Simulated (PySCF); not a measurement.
# C₃H₁₂N₂Si: NMR shifts, electronic excitations and K edges in gas and solvents

Aim: compute the NMR shifts, electronic excitations and K edges of C₃H₁₂N₂Si (`CCC[SiH](N)N`), and see what a dielectric continuum does where one was used.

Computed with PySCF 2.14.0, with density-fitted response routines of our own, on a single molecule, in the gas phase or a continuum. Atoms count from 0, in the outputs and in this text.

**1. Starting geometry**

18 atoms, charge 0, multiplicity 1; geometry from: GFN2-xTB. The atoms were then displaced at random by about 0.01 Å, so the start is not that level's minimum.

Bonds of the start (Å): C0–C1 1.56, C1–C2 1.53, C2–Si3 1.86, Si3–N4 1.72, Si3–N5 1.76, C0–H6 1.07, C0–H7 1.11, C0–H8 1.10, C1–H9 1.10, C1–H10 1.08, C2–H11 1.09, C2–H12 1.09, Si3–H13 1.47, N4–H14 1.00, N4–H15 1.01, N5–H16 1.01, N5–H17 1.01.

**2. Relaxing the molecule at PBE0-D3(BJ)/def2-SVP**

What the job is given:

```
{"job": {"xc": "PBE0", "basis": "def2-SVP", "d3": "d3bj", "grid": 1, "shake": 0.01, "kind": "geom"}, "charge": 0, "multiplicity": 1}
C      2.781190    -0.327790    -0.147760
C      1.360910     0.195380    -0.513210
C      0.253720    -0.541280     0.246320
Si    -1.458310    -0.011430    -0.236040
N     -1.657440     1.638180     0.208420
N     -2.803660    -0.769470     0.600170
H      2.868600    -1.360740    -0.394520
H      3.538900     0.253350    -0.704990
H      2.945350    -0.172410     0.932470
H      1.300080     1.265040    -0.279350
H      1.196900     0.074130    -1.575930
H      0.396910    -1.609710     0.085790
H      0.404670    -0.375350     1.314690
H     -1.741220    -0.349850    -1.639760
H     -0.978500     2.288070    -0.130700
H     -2.575880     2.061970     0.159040
H     -2.969360    -0.477250     1.550960
H     -2.890390    -1.768870     0.538650
```

The run is started by

```console
OMP_NUM_THREADS=1 python probes_run.py task.json out
```

This one command runs all jobs of the session in turn.

Log:

```text
step   0  E = -519.95224198  max force = 0.039351
step   1  E = -519.95842245  max force = 0.006468
step   2  E = -519.95893090  max force = 0.002208
step   3  E = -519.95907229  max force = 0.001090
step   4  E = -519.95917955  max force = 0.002351
step   5  E = -519.95928627  max force = 0.002628
step   6  E = -519.95933116  max force = 0.001303
step   7  E = -519.95934512  max force = 0.000368
optimisation converged
```

It took 2 min on 1 thread of Arm Neoverse N1, shared host; peak memory 0.59 GiB.

Step by step:

| step | energy from step 0 (eV) | largest force component (eV/Å) |
| --- | --- | --- |
| 0 | 0.0000 | 2.0235 |
| 1 | -0.1682 | 0.3326 |
| 2 | -0.1820 | 0.1135 |
| 3 | -0.1859 | 0.0561 |
| 4 | -0.1888 | 0.1209 |
| 5 | -0.1917 | 0.1351 |
| 6 | -0.1929 | 0.0670 |
| 7 | -0.1933 | 0.0189 |

Close pairs (by a distance rule), those that changed most:

| bond | before (Å) | after (Å) | change (Å) |
| --- | --- | --- | --- |
| C0–H6 | 1.066 | 1.102 | +0.037 |
| C0–C1 | 1.557 | 1.522 | -0.035 |
| Si3–H13 | 1.471 | 1.505 | +0.034 |
| C2–Si3 | 1.856 | 1.885 | +0.029 |
| Si3–N5 | 1.756 | 1.728 | -0.028 |
| C1–H10 | 1.082 | 1.105 | +0.023 |
| C2–H11 | 1.090 | 1.106 | +0.016 |
| N4–H14 | 0.999 | 1.013 | +0.014 |

The next job starts from the end point, and lists it.

| at the end point | value |
| --- | --- |
| point group (found at 0.08 Å tolerance) | C1 |
| rotational constants (GHz, main isotopes) | 5.578, 1.315, 1.147 |
| dipole moment (D) | 0.52 |

**3. Nuclear shieldings: PBE0/pcSseg-1 in chloroform**

What the job is given:

```
{"job": {"kind": "nmr", "xc": "PBE0", "basis": "pcSseg-1", "solvent": "chloroform", "pop": true}, "charge": 0, "multiplicity": 1}
C      2.750004    -0.147914    -0.393758
C      1.300943     0.259107    -0.619530
C      0.308876    -0.482874     0.275795
Si    -1.508254    -0.105105    -0.050863
N     -1.714362     1.583262     0.265828
N     -2.673773    -0.935559     0.917689
H      2.894775    -1.221850    -0.594844
H      3.439451     0.410657    -1.046209
H      3.054714     0.034022     0.649550
H      1.205917     1.348178    -0.458838
H      1.036475     0.093372    -1.679488
H      0.437932    -1.573556     0.146025
H      0.529628    -0.279030     1.339556
H     -1.811623    -0.576080    -1.448017
H     -0.969793     2.235675     0.050034
H     -2.623100     2.010088     0.124946
H     -2.681287    -0.830955     1.925755
H     -3.015251    -1.845571     0.633628
```

Level: GIAO PBE0/pcSseg-1 NMR shielding, non-relativistic, IEF-PCM chloroform.

Log:

```text
coarse grid: 14448 points
cycle   1  E = -520.0568346170  dE =  3.035e-01  |g| = 6.281e-01  |ddm| = 3.582e+00
cycle   2  E = -520.0112422833  dE =  4.559e-02  |g| = 7.816e-01  |ddm| = 1.168e+00
cycle   3  E = -520.1468380808  dE = -1.356e-01  |g| = 4.779e-02  |ddm| = 6.859e-01
cycle   4  E = -520.1472026807  dE = -3.646e-04  |g| = 2.618e-02  |ddm| = 6.155e-02
cycle   5  E = -520.1473643960  dE = -1.617e-04  |g| = 4.200e-03  |ddm| = 2.441e-02
cycle   6  E = -520.1473683527  dE = -3.957e-06  |g| = 1.166e-03  |ddm| = 4.681e-03
final grid: 132000 points
cycle   7  E = -520.1758052681  dE = -3.055e-05  |g| = 9.463e-03  |ddm| = 2.498e-02
cycle   8  E = -520.1757943369  dE =  1.093e-05  |g| = 1.188e-02  |ddm| = 1.681e-02
cycle   9  E = -520.1758262998  dE = -3.196e-05  |g| = 4.629e-04  |ddm| = 9.018e-03
cycle  10  E = -520.1758263360  dE = -3.617e-08  |g| = 2.389e-04  |ddm| = 5.873e-04
cycle  11  E = -520.1758263488  dE = -1.288e-08  |g| = 3.553e-05  |ddm| = 2.082e-04
cycle  12  E = -520.1758263491  dE = -2.501e-10  |g| = 1.174e-05  |ddm| = 4.603e-05
converged SCF energy = -520.1758263491

GIAO shielding tensors (ppm)
atom      isotropic    diamagn.    paramagn.     s11        s22        s33       span
  0 C      164.235     245.484     -81.249    149.636    156.806    186.262     36.626
  1 C      164.597     248.353     -83.756    156.649    165.571    171.572     14.922
  2 C      160.812     257.870     -97.058    146.149    156.955    179.332     33.182
  3 Si     371.659     880.091    -508.433    327.300    382.088    405.588     78.288
  4 N      245.164     319.695     -74.531    215.577    256.459    263.456     47.879
  5 N      244.888     319.129     -74.242    208.068    259.024    267.571     59.503
  6 H       30.392      29.076       1.316     26.490     28.488     36.197      9.706
  7 H       29.999      27.593       2.407     25.311     27.227     37.460     12.150
  8 H       30.334      29.242       1.092     26.428     28.597     35.977      9.549
  9 H       30.259      33.196      -2.937     24.124     31.404     35.247     11.123
 10 H       30.035      32.417      -2.382     24.695     30.279     35.131     10.436
 11 H       31.049      34.308      -3.259     26.683     30.743     35.722      9.039
 12 H       30.770      34.691      -3.922     27.245     30.285     34.779      7.534
 13 H       26.528      30.692      -4.164     23.517     24.727     31.341      7.825
 14 H       30.686      33.088      -2.402     22.442     28.759     40.857     18.414
 15 H       30.683      29.137       1.546     23.359     26.147     42.542     19.183
 16 H       30.756      30.777      -0.021     23.864     26.730     41.673     17.810
 17 H       30.666      30.020       0.646     23.686     25.947     42.365     18.680
```

It took 41 s on 1 thread of Arm Neoverse N1, shared host; peak memory 0.85 GiB.

The references, computed at this level on geometries of the same kind, shield at (ppm): 1H TMS 31.25, 13C TMS 185.2, 29Si TMS 351.9, 15N NH3 267.8. Their shielding less the atom's gives the shift. The references are single molecules in the same continuum, so shifts against H2O, NH3, PH3, H3PO4 or CFCl3 are not on the usual liquid scales and can be off by tens of ppm. Atoms listed in one row are averaged.

| atoms | environment | σ (ppm) | δ (ppm) |
| --- | --- | --- | --- |
| C2 | sp3 CH2 bonded to Si | 160.8 | 24.4 |
| C0 | methyl carbon | 164.2 | 20.9 |
| C1 | sp3 CH2 | 164.6 | 20.6 |
| H13 | hydrogen on a silicon bonded to C, 2 N | 26.53 | 4.72 |
| H9, H10 | hydrogen on an sp3 CH2 | 30.15 | 1.10 |
| H6, H7, H8 | hydrogen on a methyl carbon | 30.24 | 1.01 |
| H14, H15, H16, H17 | hydrogen on a nitrogen bonded to Si | 30.70 | 0.55 |
| H11, H12 | hydrogen on an sp3 CH2 bonded to Si | 30.91 | 0.34 |
| Si3 | silicon bonded to C, 2 N, H | 371.7 | -19.8 |
| N4, N5 | nitrogen bonded to Si, 2 H | 245.0 | 22.8 |

Charges from the same density, by scheme (e):

| atoms | Mulliken | IAO | Hirshfeld | ESP fit |
| --- | --- | --- | --- | --- |
| C0 | -0.28 | -0.41 | -0.12 | -0.38 |
| C1 | -0.30 | -0.23 | -0.06 | 0.34 |
| C2 | -0.56 | -0.57 | -0.17 | -0.43 |
| Si3 | 0.96 | 1.14 | 0.40 | 0.80 |
| N4, N5 | -0.66 | -0.86 | -0.33 | -1.01 |

Mayer bond orders: C0–C1 1.06, C1–C2 1.03, C2–Si3 0.88, Si3–N4 1.06, Si3–N5 1.06.

**4. Excited states and response: PBE0/def2-SVPD**

The job, as its differences from that of step 3:

```diff
@@ -1,2 +1,2 @@
-{"job": {"kind": "nmr", "xc": "PBE0", "basis": "pcSseg-1", "solvent": "chloroform", "pop": true}, "charge": 0, "multiplicity": 1}
+{"job": {"kind": "uv", "xc": "PBE0", "basis": "def2-SVPD", "dynamic": true, "nstates": 6, "ntriplets": 0}, "charge": 0, "multiplicity": 1}
 C      2.750004    -0.147914    -0.393758
```

With the program's defaults for keys left out, this is: TDDFT PBE0/def2-SVPD, vertical, gas phase, core orbitals frozen in the response.

Log:

```text
coarse grid: 14448 points
cycle   1  E = -519.8253734855  dE =  2.577e-01  |g| = 6.094e-01  |ddm| = 5.316e+00
cycle   2  E = -519.7659652906  dE =  5.941e-02  |g| = 7.950e-01  |ddm| = 2.149e+00
cycle   3  E = -519.9141040781  dE = -1.481e-01  |g| = 5.564e-02  |ddm| = 1.235e+00
cycle   4  E = -519.9146879640  dE = -5.839e-04  |g| = 2.902e-02  |ddm| = 1.328e-01
cycle   5  E = -519.9148966517  dE = -2.087e-04  |g| = 4.360e-03  |ddm| = 3.909e-02
cycle   6  E = -519.9149013561  dE = -4.704e-06  |g| = 1.398e-03  |ddm| = 1.081e-02
final grid: 132000 points
cycle   7  E = -519.9731106401  dE = -3.966e-05  |g| = 9.181e-03  |ddm| = 1.379e-01
cycle   8  E = -519.9730981097  dE =  1.253e-05  |g| = 1.178e-02  |ddm| = 2.652e-02
cycle   9  E = -519.9731313221  dE = -3.321e-05  |g| = 5.021e-04  |ddm| = 1.539e-02
cycle  10  E = -519.9731313718  dE = -4.962e-08  |g| = 2.539e-04  |ddm| = 1.139e-03
cycle  11  E = -519.9731313870  dE = -1.525e-08  |g| = 4.041e-05  |ddm| = 4.232e-04
cycle  12  E = -519.9731313874  dE = -4.136e-10  |g| = 1.242e-05  |ddm| = 1.145e-04
converged SCF energy = -519.9731313874

Static polarisability (au): isotropic 81.869, principal 73.143 77.789 94.677

Singlet excitations
state   eV       nm        f      main configurations
  1   6.4131    193.3   0.04677   H->L 0.84
  2   6.5954    188.0   0.02709   H-1->L 0.57, H->L+1 0.29
  3   6.9204    179.2   0.00462   H->L+1 0.54, H-1->L 0.32
  4   7.1768    172.8   0.02280   H->L+2 0.72, H-1->L+1 0.12
  5   7.2418    171.2   0.04011   H-1->L+1 0.72, H->L+2 0.12
  6   7.5849    163.5   0.00918   H-1->L+2 0.78
```

Run time: 83 s. Hardware: 1 thread of Arm Neoverse N1, shared host; peak memory 1.1 GiB.

The orbitals next to the gap, with their largest atomic shares:

| orbital | eV | atoms |
| --- | --- | --- |
| HOMO−3 | -9.13 | C1 26 %, C2 15 %, C0 12 % |
| HOMO−2 | -8.63 | C2 23 %, N5 17 %, Si3 17 % |
| HOMO−1 | -7.34 | N4 46 %, N5 23 %, Si3 12 % |
| HOMO | -6.99 | N5 34 %, N4 17 %, Si3 13 % |
| LUMO | 0.62 | Si3 28 %, H14 9 %, H15 8 % |
| LUMO+1 | 0.97 | H17 11 %, N5 10 %, H16 10 % |
| LUMO+2 | 1.14 | C0 17 %, H6 9 %, N4 8 % |

With each of the 6 states as a Gaussian band of 0.4 eV half-width at 1/e, the curve within the window shown has maxima at 190 nm (ε 3,000), 172 nm (ε 2,900) L/(mol cm). Beyond the last state computed it falls off for lack of states. The curve at chosen wavelengths:

(nm, ε (L/mol/cm)): (157, 375), (159, 637), (161, 996), (164, 1678), (166, 2155), (168, 2562), (170, 2834), (173, 2936), (175, 2847), (177, 2716), (179, 2617), (182, 2623), (184, 2725), (186, 2862), (188, 2975), (191, 2997), (193, 2876), (195, 2650), (197, 2341), (200, 1801), (202, 1439), (204, 1108), (206, 823), (209, 495), (211, 339), (213, 226)

Leading natural transition orbitals of singlet state 1: the hole lies on N5 38 %; N4 15 %; C2 12 %; the particle on H16, H17 about 19 % each; H15 14 %; H14 11 %.

Further results of this job:

| property | computed |
| --- | --- |
| dipole moment (D) | 0.39 |
| polarisability (Å³) | 12.13 |
| HOMO–LUMO gap (eV) | 7.60 |
| −ε(HOMO) (eV) | 6.99 |
| C6 with itself (au) | 2752 |

The fields below are evaluated on a grid from the run's orbitals.

Frontier orbitals at PBE0/def2-SVPD, with the share of their density that lies nearest to each atom:

| orbital | energy (eV) | lies on |
| --- | --- | --- |
| HOMO | -6.99 | N5 33 %; N4 16 %; C2 13 % |
| LUMO | 0.62 | H14, H15 about 15 % each; H16, H17 about 11 % each; H9, H12, H13 about 7 % each |

ELF in a plane through or near 9 of the atoms.

Ten even steps from '0' (0.00) to '9' (1.00):
```
0000000000000000000000000000
0000000000000000000000000000
0000000000000000000000000000
0000000000000000000000000000
0000000000026620001244100000
0000027850079981013688500000
0000179993089992036899610000
0000179995069983157778520000
0000037985255378228768761000
0000577238688398253889870000
0004999868027574250345630000
0005999845565112345100000000
0001898204998002787520000000
0000131005997015778984000000
0000000002872038858997000000
0000000000110027624884000000
0000000000000001100000000000
0000000000000000000000000000
0000000000000000000000000000
0000000000000000000000000000
```
The map spans 12.4 Å across and 9.6 Å up, centred on the molecule. Atoms in the plane (x, y in Å): C0 (-2.8, 0.2), C1 (-1.4, -0.3), Si3 (1.5, 0.0), N5 (2.8, 1.0), H6 (-2.9, 1.2), H7 (-3.6, -0.4), H11 (-0.4, 1.6), H15 (2.6, -2.1), H17 (3.1, 1.8).

log10 of the density (e/Å³) in the same plane.

Ten even steps from '0' (-4.0) to '9' (0.9):
```
0000000000000000000000000000
0000000000000000000000000000
0000000000000000000111000000
0000000111112221112222110000
0000122322234443234444321000
0000234443355654345666531000
0001356665467875556787642100
0012457876568876667898653100
0013467887678887778898653100
0023578898888887997887643100
0124678888898777897665542000
0024677777887666777654331000
0013455556786556788754320000
0002334445676556788765310000
0000112234454456777765310000
0000000122333345666654210000
0000000000111233444332100000
0000000000000112222211000000
0000000000000000000000000000
0000000000000000000000000000
```
The map spans 12.4 Å across and 9.6 Å up, centred on the molecule. Atoms in the plane (x, y in Å): C0 (-2.8, 0.2), C1 (-1.4, -0.3), Si3 (1.5, 0.0), N5 (2.8, 1.0), H6 (-2.9, 1.2), H7 (-3.6, -0.4), H11 (-0.4, 1.6), H15 (2.6, -2.1), H17 (3.1, 1.8).

On the surface of density 0.002 e/bohr³ the electrostatic potential runs, from the 1st to the 99th percentile, from -1.20 V near N4 to 1.42 V near H14.

**5. TDDFT and polarisability: PBE0/def2-SVPD in chloroform**

The job, as its differences from that of step 4:

```diff
@@ -1,2 +1,2 @@
-{"job": {"kind": "uv", "xc": "PBE0", "basis": "def2-SVPD", "dynamic": true, "nstates": 6, "ntriplets": 0}, "charge": 0, "multiplicity": 1}
+{"job": {"kind": "uv", "xc": "PBE0", "basis": "def2-SVPD", "solvent": "chloroform", "nstates": 6, "ntriplets": 0}, "charge": 0, "multiplicity": 1}
 C      2.750004    -0.147914    -0.393758
```

Method: TDDFT PBE0/def2-SVPD, vertical, IEF-PCM chloroform (non-equilibrium linear response), core orbitals frozen in the response.

Log:

```text
coarse grid: 14448 points
cycle   1  E = -519.8345080455  dE =  2.490e-01  |g| = 6.003e-01  |ddm| = 5.319e+00
cycle   2  E = -519.7816852023  dE =  5.282e-02  |g| = 7.700e-01  |ddm| = 2.593e+00
cycle   3  E = -519.9201476103  dE = -1.385e-01  |g| = 5.258e-02  |ddm| = 1.444e+00
cycle   4  E = -519.9206326779  dE = -4.851e-04  |g| = 2.825e-02  |ddm| = 1.450e-01
cycle   5  E = -519.9208314103  dE = -1.987e-04  |g| = 3.531e-03  |ddm| = 3.759e-02
cycle   6  E = -519.9208343347  dE = -2.924e-06  |g| = 1.261e-03  |ddm| = 1.204e-02
final grid: 132000 points
cycle   7  E = -519.9789899147  dE = -4.009e-05  |g| = 9.066e-03  |ddm| = 1.399e-01
cycle   8  E = -519.9789787219  dE =  1.119e-05  |g| = 1.148e-02  |ddm| = 2.942e-02
cycle   9  E = -519.9790100156  dE = -3.129e-05  |g| = 5.173e-04  |ddm| = 1.702e-02
cycle  10  E = -519.9790100691  dE = -5.346e-08  |g| = 2.459e-04  |ddm| = 1.270e-03
cycle  11  E = -519.9790100836  dE = -1.447e-08  |g| = 3.513e-05  |ddm| = 4.242e-04
cycle  12  E = -519.9790100839  dE = -3.072e-10  |g| = 1.179e-05  |ddm| = 1.018e-04
converged SCF energy = -519.9790100839

Static polarisability (au): isotropic 100.581, principal 93.587 97.029 111.127

Singlet excitations
state   eV       nm        f      main configurations
  1   6.5028    190.7   0.06261   H->L 0.83, H->L+1 0.10
  2   6.7107    184.8   0.04002   H-1->L 0.57, H->L+1 0.21, H->L+2 0.12
  3   7.0212    176.6   0.00571   H->L+1 0.53, H-1->L 0.29
  4   7.2381    171.3   0.03541   H->L+2 0.75
  5   7.3459    168.8   0.05922   H-1->L+1 0.74, H-1->L+2 0.12
  6   7.6671    161.7   0.02778   H-1->L+2 0.67, H-1->L+1 0.13
```

Run time: 62 s. Hardware: 1 thread of Arm Neoverse N1, shared host; peak memory 1.1 GiB.

In short: HOMO -6.98 eV, LUMO 0.74 eV; lowest singlet 6.50 eV.

**6. Core excitations: BHandHLYP/def2-SVPD+aug-pcX-1+pcseg-1**

The job, as its differences from that of step 5:

```diff
@@ -1,2 +1,2 @@
-{"job": {"kind": "uv", "xc": "PBE0", "basis": "def2-SVPD", "solvent": "chloroform", "nstates": 6, "ntriplets": 0}, "charge": 0, "multiplicity": 1}
+{"job": {"kind": "xas", "xc": "BHandHLYP", "basis": {"default": "aug-pcX-1", "H": "pcseg-1", "Si": "def2-SVPD"}}, "charge": 0, "multiplicity": 1}
 C      2.750004    -0.147914    -0.393758
```

Level: core-valence-separated TDA BHandHLYP/aug-pcX-1 H:pcseg-1 Si:def2-SVPD, K edges, non-relativistic, gas phase.

Log:

```text
coarse grid: 14448 points
cycle   1  E = -520.2217477348  dE =  3.680e-01  |g| = 5.164e-01  |ddm| = 4.626e+00
cycle   2  E = -520.2354037967  dE = -1.366e-02  |g| = 4.856e-01  |ddm| = 1.023e+00
cycle   3  E = -520.2844148804  dE = -4.901e-02  |g| = 4.803e-02  |ddm| = 4.609e-01
cycle   4  E = -520.2848428379  dE = -4.280e-04  |g| = 2.245e-02  |ddm| = 7.413e-02
cycle   5  E = -520.2849611680  dE = -1.183e-04  |g| = 3.424e-03  |ddm| = 3.073e-02
cycle   6  E = -520.2849641279  dE = -2.960e-06  |g| = 7.795e-04  |ddm| = 6.598e-03
final grid: 132000 points
cycle   7  E = -520.3429396866  dE = -5.886e-05  |g| = 3.573e-03  |ddm| = 4.834e-02
cycle   8  E = -520.3429401324  dE = -4.458e-07  |g| = 3.289e-03  |ddm| = 8.570e-03
cycle   9  E = -520.3429425046  dE = -2.372e-06  |g| = 2.236e-04  |ddm| = 3.845e-03
cycle  10  E = -520.3429425151  dE = -1.049e-08  |g| = 1.415e-04  |ddm| = 4.501e-04
cycle  11  E = -520.3429425197  dE = -4.577e-09  |g| = 1.899e-05  |ddm| = 1.729e-04
cycle  12  E = -520.3429425199  dE = -1.676e-10  |g| = 7.684e-06  |ddm| = 5.227e-05
converged SCF energy = -520.3429425199

C K edge
   eV          f      from atoms
  285.106   0.01542   C2
  285.200   0.00946   C0
  285.542   0.02139   C2
  285.556   0.01822   C1
  285.863   0.00293   C2
  285.934   0.02635   C0
  285.993   0.02307   C0
  286.094   0.03108   C1
  286.172   0.00337   C2
  286.426   0.00487   C0
  286.544   0.00091   C2
  286.674   0.00027   C1
  286.773   0.00136   C2
  286.876   0.00645   C1
  286.955   0.00327   C0
  287.015   0.00866   C2

N K edge
   eV          f      from atoms
  398.835   0.00878   N5
  398.880   0.00819   N4
  399.841   0.03102   N5
  399.864   0.03027   N4
  400.228   0.01843   N4
  400.315   0.01598   N5
  400.982   0.00259   N5
  401.063   0.01931   N4
  401.214   0.00282   N4
  401.272   0.00054   N4
  401.304   0.02204   N5
  401.545   0.00070   N5
```

It took 49 s on 1 thread of Arm Neoverse N1, shared host; peak memory 1 GiB.

**7. Run by run: electronic excitations**

Excitations and ground-state properties, with basis size and wall time:

| run | lowest singlet (eV) | brightest (eV) | f | gap (eV) | α (Å³) | μ (D) | functions | time |
| --- | --- | --- | --- | --- | --- | --- | --- | --- |
| PBE0/def2-SVPD | 6.41 | 6.41 | 0.047 | 7.60 | 12.13 | 0.39 | 220 | 83 s |
| PBE0/def2-SVPD in chloroform | 6.50 | 6.50 | 0.063 | 7.72 | 14.90 | 0.50 | 220 | 62 s |

**8. Outcome**

| quantity | value |
| --- | --- |
| point group | C1 |
| rotational constants (main isotopes) | 5.58, 1.32, 1.15 GHz |
| 13C shifts against TMS (PBE0/pcSseg-1, chloroform) | 24.4, 20.9, 20.6 ppm |
| 1H shifts against TMS (PBE0/pcSseg-1, chloroform, means over atoms taken as alike) | 4.72, 1.10, 1.01, 0.55, 0.34 ppm |
| 29Si shifts against TMS (PBE0/pcSseg-1, chloroform) | -19.8 ppm |
| 15N shifts against NH3 (PBE0/pcSseg-1, chloroform, means over atoms taken as alike) | 22.8 ppm |
| lowest singlet (PBE0/def2-SVPD) | 6.41 eV (193 nm), f = 0.047 |
| surface potential, 1st and 99th percentile | -1.20 V and 1.42 V |
| C K edge | first line 285.11 eV, strongest 286.09 eV (f = 0.031) |
| N K edge | first line 398.83 eV, strongest 399.84 eV (f = 0.031) |
| range of the lowest singlet | 6.41 to 6.50 eV |

In words: The optimisation took 7 steps and gained 0.193 eV; among the close pairs (by a distance rule), C0–H6 changed most, from 1.066 to 1.102 Å. At PBE0/pcSseg-1: The largest span, 78 ppm, is at Si3, where the paramagnetic term is -508 ppm. The first singlet state (HOMO→LUMO 0.84) lies at 6.41 eV and is weak. At the C edge the strongest single line lifts a 1s electron of C1 into several orbitals, led by LUMO+3 (weight 0.41), 1.0 eV above the first line. At the N edge the strongest single line lifts a 1s electron of N5 into several orbitals, led by LUMO+6 (weight 0.38), 1.0 eV above the first line. Absolute edge energies from this method are off by several eV; spacings are better. The lowest singlet runs from 6.41 eV (PBE0/def2-SVPD) to 6.50 eV (PBE0/def2-SVPD in chloroform), while the orbital gap spans 7.60 to 7.72 eV. The lowest state need not be the same one in every run.
